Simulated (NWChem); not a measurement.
# LiI (Lithium Iodide) at BP86-D3(0)/6-31G(d)/SBKJC-VDZ (core potential, spherical functions), part 2 of 2

NWChem 7.3.0.

### 3 The doublet anion at the same level

Contents of mymol.nw:

```
start mymol
title "ILi"
memory stack 880 mb heap 220 mb global 1100 mb
charge -1

geometry units angstroms noautosym noautoz
  Li       0.000000       0.000000       0.000000
  I        0.000000       0.000000       2.391924
end

basis spherical bse
  * library 6-31G* except I
  I library SBKJC-VDZ
end

ecp bse
  I library SBKJC-VDZ
end

dft
  xc becke88 perdew86
  mult 2
  disp vdw 3
  grid fine
  direct
  iterations 150
  print low
end

driver
  loose
  maxiter 50
end

freq
  temp 2 298.15 100
end

task dft optimize
task dft frequencies
```

On the command line:

```console
$ nwchem mymol.nw > mymol.out
```

The program printed:

```text
Northwest Computational Chemistry Package (NWChem) 7.3.0
             --------------------------------------------------------

           Job information
           ---------------

    nwchem branch   = 7.3.0
    use scalapack   = T
    input           = mymol.nw
    prefix          = mymol.
    data base       = ./mymol.db
    status          = startup
    nproc           =        1

           Memory information
           ------------------

    heap     =     28835834 doubles =      220.0 Mbytes
    stack    =    115343359 doubles =      880.0 Mbytes
    global   =    144179200 doubles =     1100.0 Mbytes (distinct from heap & stack)
    total    =    288358393 doubles =     2200.0 Mbytes
    verify   = yes
    hardfail = no

           Directory information
           ---------------------

  0 permanent = .
  0 scratch   = .

                                NWChem Input Module
                                -------------------

                                        ILi
                                        ---

 Scaling coordinates for geometry "geometry" by  1.889725989
 (inverse scale =  0.529177249)

                             Geometry "geometry" -> ""
                             -------------------------

 Output coordinates in angstroms (scale by  1.889725989 to convert to a.u.)

  No.       Tag          Charge          X              Y              Z
 ---- ---------------- ---------- -------------- -------------- --------------
    1 Li                   3.0000     0.00000000     0.00000000    -2.26378521
    2 I                   53.0000     0.00000000     0.00000000     0.12813879

      Atomic Mass
      -----------

      Li                 7.016000
      I                126.900400

 Effective nuclear repulsion energy (a.u.)      35.1763612017

            Nuclear Dipole moment (a.u.)
            ----------------------------
        X                 Y               Z
 ---------------- ---------------- ----------------
     0.0000000000     0.0000000000     0.0000000000

            XYZ format geometry
            -------------------
     2
 geometry
 Li                    0.00000000     0.00000000    -2.26378521
 I                     0.00000000     0.00000000     0.12813879

 ==============================================================================
                                internuclear distances
 ------------------------------------------------------------------------------
       center one      |      center two      | atomic units |  angstroms
 ------------------------------------------------------------------------------
    2 I                |   1 Li               |     4.52008  |     2.39192
 ------------------------------------------------------------------------------
                         number of included internuclear distances:          1
 ==============================================================================

 Summary of "ao basis" -> "" (spherical)
 ------------------------------------------------------------------------------
       Tag                 Description            Shells   Functions and Types
 ---------------- ------------------------------  ------  ---------------------
 I                         SBKJC-VDZ                 4        8   2s2p
 *                           6-31G*                all atoms except I

                 ECP       "ecp basis" -> "" (cartesian)
                -----
  [basis functions not shown]

                           NWChem Geometry Optimization
                           ----------------------------

                                        ILi

 maximum gradient threshold         (gmax) =   0.004500
 rms gradient threshold             (grms) =   0.003000
 maximum cartesian step threshold   (xmax) =   0.018000
 rms cartesian step threshold       (xrms) =   0.012000
 fixed trust radius                (trust) =   0.300000
 maximum step size to saddle      (sadstp) =   0.100000
 energy precision                  (eprec) =   5.0D-06
 maximum number of steps          (nptopt) =   50
 initial hessian option           (inhess) =    0
 line search option               (linopt) =    1
 hessian update option            (modupd) =    1
 saddle point option              (modsad) =    0
 initial eigen-mode to follow     (moddir) =    0
 initial variable to follow       (vardir) =    0
 follow first negative mode     (firstneg) =    T
 apply conjugacy                    (opcg) =    F
 source of zmatrix                         =

          -------------------
          Energy Minimization
          -------------------

 Using diagonal initial Hessian

          --------
          Step   0
          --------

                         Geometry "geometry" -> "geometry"
                         ---------------------------------

 Output coordinates in angstroms (scale by  1.889725989 to convert to a.u.)

  No.       Tag          Charge          X              Y              Z
 ---- ---------------- ---------- -------------- -------------- --------------
    1 Li                   3.0000     0.00000000     0.00000000    -2.26378521
    2 I                   53.0000     0.00000000     0.00000000     0.12813879

      Atomic Mass
      -----------

      Li                 7.016000
      I                126.900400

 Effective nuclear repulsion energy (a.u.)      35.1763612017

            Nuclear Dipole moment (a.u.)
            ----------------------------
        X                 Y               Z
 ---------------- ---------------- ----------------
     0.0000000000     0.0000000000     0.0000000000

                                 NWChem DFT Module
                                 -----------------

[... 21 lines left out ...]
   convergence    iter        energy       DeltaE   RMS-Dens  Diis-err    time
[... 8 lines left out ...]
      One electron energy =      -39.789725083823
[... 1 line left out ...]
    Exchange-Corr. energy =       -4.321906854252
[... 20 lines left out ...]
@ ---- ---------------- -------- -------- -------- -------- -------- --------
[... 15 lines left out ...]
   convergence    iter        energy       DeltaE   RMS-Dens  Diis-err    time
[... 8 lines left out ...]
      One electron energy =      -39.704273352969
[... 1 line left out ...]
    Exchange-Corr. energy =       -4.320137718825
[... 14 lines left out ...]
     step= 1.00 grad=-9.3D-04 hess= 6.0D-05 energy=    -19.087136 mode=restrict
[... 24 lines left out ...]
            Nuclear Dipole moment (a.u.)
[... 26 lines left out ...]
         Total DFT energy =      -19.089100399531
[... 1 line left out ...]
           Coulomb energy =       20.211164590075
[... 1 line left out ...]
 Nuclear repulsion energy =        4.470469912625
[... 35 lines left out ...]
   convergence    iter        energy       DeltaE   RMS-Dens  Diis-err    time
[... 8 lines left out ...]
      One electron energy =      -39.084761871828
[... 1 line left out ...]
    Exchange-Corr. energy =       -4.308213988424
[... 14 lines left out ...]
     step= 1.00 grad=-2.4D-03 hess= 9.1D-04 energy=    -19.090620 mode=downhill
[... 24 lines left out ...]
            Nuclear Dipole moment (a.u.)
[... 26 lines left out ...]
         Total DFT energy =      -19.090791317333
[... 1 line left out ...]
           Coulomb energy =       19.965723851710
[... 1 line left out ...]
 Nuclear repulsion energy =        4.216002178652
[... 36 lines left out ...]
   convergence    iter        energy       DeltaE   RMS-Dens  Diis-err    time
[... 8 lines left out ...]
      One electron energy =      -38.903666814248
[... 1 line left out ...]
    Exchange-Corr. energy =       -4.305212784358
[... 14 lines left out ...]
     step= 1.00 grad=-5.2D-05 hess= 1.9D-05 energy=    -19.090824 mode=downhill
[... 24 lines left out ...]
            Nuclear Dipole moment (a.u.)
[... 26 lines left out ...]
         Total DFT energy =      -19.090827330030
[... 1 line left out ...]
           Coulomb energy =       19.923118602830
[... 1 line left out ...]
 Nuclear repulsion energy =        4.172141688693
[... 24 lines left out ...]
      Optimization converged
[... 24 lines left out ...]
            Nuclear Dipole moment (a.u.)
[... 50 lines left out ...]
         Total DFT energy =      -19.090827600963
[... 1 line left out ...]
           Coulomb energy =       19.923098098554
[... 1 line left out ...]
 Nuclear repulsion energy =        4.172141688693
[... 45 lines left out ...]
       Convergence  1.0D-04
[... 12 lines left out ...]
 Derivative Dipole
[... 2 lines left out ...]
 d_dipole_x/<atom=   1,x> =    -0.6115     [   -2.9372]
[... 1 line left out ...]
 d_dipole_x/<atom=   1,z> =     0.0000     [    0.0000]
[... 1 line left out ...]
 d_dipole_x/<atom=   2,y> =    -0.0000     [   -0.0000]
[... 2 lines left out ...]
 Y vector of derivative dipole (au) [debye/angstrom]
[... 1 line left out ...]
 d_dipole_y/<atom=   1,y> =    -0.6115     [   -2.9372]
[... 1 line left out ...]
 d_dipole_y/<atom=   2,x> =    -0.0000     [   -0.0000]
[... 1 line left out ...]
 d_dipole_y/<atom=   2,z> =    -0.0000     [   -0.0000]
[... 2 lines left out ...]
 d_dipole_z/<atom=   1,x> =     0.0000     [    0.0000]
[... 1 line left out ...]
 d_dipole_z/<atom=   1,z> =     0.1808     [    0.8686]
[... 1 line left out ...]
 d_dipole_z/<atom=   2,y> =     0.0000     [    0.0000]
[... 50 lines left out ...]
          MASS-WEIGHTED NUCLEAR HESSIAN (Hartree/Bohr/Bohr/Kamu)
[... 16 lines left out ...]
                    1           2           3           4           5           6

 Frequency        -12.66      -12.66        1.80        2.89        2.89      309.31

           1     0.27204     0.26143    -0.00000    -0.00081    -0.01339    -0.00000
[... 4 lines of this table left out ...]
           6    -0.00000    -0.00000    -0.08641    -0.00000    -0.00000     0.02034

 ----------------------------------------------------------------------------
 Normal Eigenvalue ||         Derivative Dipole Moments (debye/angs)
  Mode   [cm**-1]  ||      [d/dqX]             [d/dqY]           [d/dqZ]
 ------ ---------- || ------------------ ------------------ -----------------
    1      -12.664 ||      -0.795               0.764             0.000
    2      -12.664 ||      -0.764              -0.795             0.000
    3        1.798 ||      -0.000               0.000            -0.415
    4        2.890 ||       0.012              -0.205             0.000
    5        2.890 ||      -0.205              -0.012            -0.000
    6      309.308 ||      -0.000              -0.000            -0.435
 ----------------------------------------------------------------------------

 ----------------------------------------------------------------------------
 Normal Eigenvalue ||                 Infra Red Intensities
  Mode   [cm**-1]  || [atomic units] [(debye/angs)**2] [(KM/mol)] [arbitrary]
 ------ ---------- || -------------- ----------------- ---------- -----------
    1      -12.664 ||    0.052667           1.215        51.342      25.356
    2      -12.664 ||    0.052667           1.215        51.342      25.356
    3        1.798 ||    0.007464           0.172         7.276       3.593
    4        2.890 ||    0.001821           0.042         1.775       0.877
    5        2.890 ||    0.001821           0.042         1.775       0.877
    6      309.308 ||    0.008186           0.189         7.980       3.941
 ----------------------------------------------------------------------------

        Vibrational analysis via the FX method
  --- with translations and rotations projected out ---
  --- via the Eckart algorithm                      ---
 Dependent rotation vector no.                    3
  found in ECKART; assuming linear geometry
 Projected Nuclear Hessian trans-rot subspace norm:1.2037D-35
                         (should be close to zero!)

          --------------------------------------------------------
          MASS-WEIGHTED PROJECTED HESSIAN (Hartree/Bohr/Bohr/Kamu)
          --------------------------------------------------------

               1            2            3            4            5            6
   ----- ----- ----- ----- -----
    1    0.00000D+00
    2   -9.21087D-25  0.00000D+00
    3    7.01215D-19 -1.51824D-17  3.43448D+00
    4    0.00000D+00  0.00000D+00 -1.64878D-19  0.00000D+00
    5   -3.38403D-27  0.00000D+00  3.56987D-18  0.00000D+00  0.00000D+00
    6   -1.64878D-19  3.56987D-18 -8.07559D-01  3.87683D-20 -8.39394D-19  1.89884D-01

 center of mass
 --------------
 x =   0.00000000 y =  -0.00000000 z =   0.23509617

 moments of inertia (a.u.)
 ------------------
         168.437697881056           0.000000000000          -0.000000000000
           0.000000000000         168.437697881056           0.000000000000
          -0.000000000000           0.000000000000           0.000000000000

 Rotational Constants
 --------------------
 A=   0.000000 cm-1  (  0.000000 K)
 B=   0.357403 cm-1  (  0.514212 K)
 C=   0.357403 cm-1  (  0.514212 K)

 Temperature                      =   298.15K
 frequency scaling parameter      =   1.0000

 Linear Molecule

 Zero-Point correction to Energy  =    0.442 kcal/mol  (  0.000705 au)
 Thermal correction to Energy     =    2.179 kcal/mol  (  0.003472 au)
 Thermal correction to Enthalpy   =    2.771 kcal/mol  (  0.004416 au)

 Total Entropy                    =   56.560 cal/mol-K
   - Translational                =   40.570 cal/mol-K (mol. weight = 133.9164)
   - Rotational                   =   14.625 cal/mol-K (symmetry #  =        1)
   - Vibrational                  =    1.365 cal/mol-K

 Cv (constant volume heat capacity) =    6.621 cal/mol-K
   - Translational                  =    2.979 cal/mol-K
   - Rotational                     =    1.986 cal/mol-K
   - Vibrational                    =    1.655 cal/mol-K

 Temperature                      =   100.00K
 frequency scaling parameter      =   1.0000

 Linear Molecule

 Zero-Point correction to Energy  =    0.442 kcal/mol  (  0.000705 au)
 Thermal correction to Energy     =    0.949 kcal/mol  (  0.001513 au)
 Thermal correction to Enthalpy   =    1.148 kcal/mol  (  0.001829 au)

 Total Entropy                    =   47.728 cal/mol-K
   - Translational                =   35.146 cal/mol-K (mol. weight = 133.9164)
   - Rotational                   =   12.455 cal/mol-K (symmetry #  =        1)
   - Vibrational                  =    0.128 cal/mol-K

 Cv (constant volume heat capacity) =    5.435 cal/mol-K
   - Translational                  =    2.979 cal/mol-K
   - Rotational                     =    1.986 cal/mol-K
   - Vibrational                    =    0.470 cal/mol-K

          -------------------------------------------------
          NORMAL MODE EIGENVECTORS IN CARTESIAN COORDINATES
          -------------------------------------------------
             (Projected Frequencies expressed in cm-1)

                    1           2           3           4           5           6

 P.Frequency        0.00        0.00        0.00        0.00        0.00      309.47

           1     0.37753     0.00000     0.00000     0.00000     0.00000     0.00000
[... 4 lines of this table left out ...]
           6     0.00000     0.00000     0.00000     0.00000    -0.08641     0.02032

 ----------------------------------------------------------------------------
 Normal Eigenvalue ||    Projected Derivative Dipole Moments (debye/angs)
  Mode   [cm**-1]  ||      [d/dqX]             [d/dqY]           [d/dqZ]
 ------ ---------- || ------------------ ------------------ -----------------
    1        0.000 ||      -1.109               0.000             0.000
    2        0.000 ||       0.000              -1.109            -0.000
    3        0.000 ||      -0.166              -0.000            -0.000
    4        0.000 ||       0.000               0.166            -0.000
    5        0.000 ||       0.000              -0.000            -0.415
    6      309.471 ||      -0.000              -0.000            -0.434
 ----------------------------------------------------------------------------

 ----------------------------------------------------------------------------
 Normal Eigenvalue ||           Projected Infra Red Intensities
  Mode   [cm**-1]  || [atomic units] [(debye/angs)**2] [(KM/mol)] [arbitrary]
 ------ ---------- || -------------- ----------------- ---------- -----------
    1        0.000 ||    0.053298           1.230        51.958      25.660
    2        0.000 ||    0.053298           1.230        51.958      25.660
    3        0.000 ||    0.001189           0.027         1.159       0.573
    4        0.000 ||    0.001189           0.027         1.159       0.573
    5        0.000 ||    0.007467           0.172         7.279       3.595
    6      309.471 ||    0.008182           0.189         7.977       3.939
 ----------------------------------------------------------------------------

 vib:animation  F

 Task  times  cpu:       10.6s     wall:       10.6s
 Total times  cpu:       16.3s     wall:       16.3s
```

It took 17 s on 1 thread of INTEL XEON PLATINUM 8581C at 2.30GHz (Emerald Rapids), shared host; peak memory 0.13 GiB.

Steps, from the record of the run:

```csv
step,energy from the first frame kept (eV)
0,0.0000
1,-0.0772
2,-0.1232
3,-0.1242
```

After the run. Bond lengths: Li1–I2 2.664 Å.

### 4 Outcome

The summary covers parts 1 to 2.

Level: BP86-D3(0)/6-31G*/SBKJC-VDZ (core potential, spherical functions).

| quantity | value |
| --- | --- |
| singlet LiI: total energy at the end | -19.06260 Eh |
| singlet LiI: bond length | 2.447 Å |
| singlet LiI: dispersion energy | -0.29 kJ/mol |
| singlet LiI: harmonic wavenumber | 469 cm⁻¹ |
| singlet LiI: zero-point energy | 2.8 kJ/mol |
| singlet LiI: ideal-gas entropy at 298.15 K (symmetry number 1 as used) | 55.6 cal/(mol K) |
| doublet anion: total energy at the end | -19.09083 Eh |
| doublet anion: bond length | 2.664 Å |
| doublet anion: dispersion energy | -0.57 kJ/mol |
| doublet anion: ⟨S²⟩ | 0.750 |
| doublet anion: harmonic wavenumber | 309 cm⁻¹ |
| doublet anion: zero-point energy | 1.9 kJ/mol |
| adiabatic electron affinity (to the doublet anion, no zero-point term) | 0.768 eV |

The adiabatic electron affinity (to the doublet anion, no zero-point term) is 0.77 eV (74.1 kJ/mol). The one mode (singlet LiI) is real, so the shape is a minimum at this level. The optimisation (singlet LiI) took 4 steps and changed the energy by -0.009 eV. At BP86-D3(0)/6-31G*/SBKJC-VDZ: The measured bond length is 2.392 Å (Huber and Herzberg, Constants of Diatomic Molecules); the computed value is 0.055 Å (2.3 %) too high. The measured harmonic wavenumber is 498 cm⁻¹ (Huber and Herzberg, Constants of Diatomic Molecules); the computed value is 29 cm⁻¹ (6 %) too low. The one mode (doublet anion) is real, so the shape is a minimum at this level.
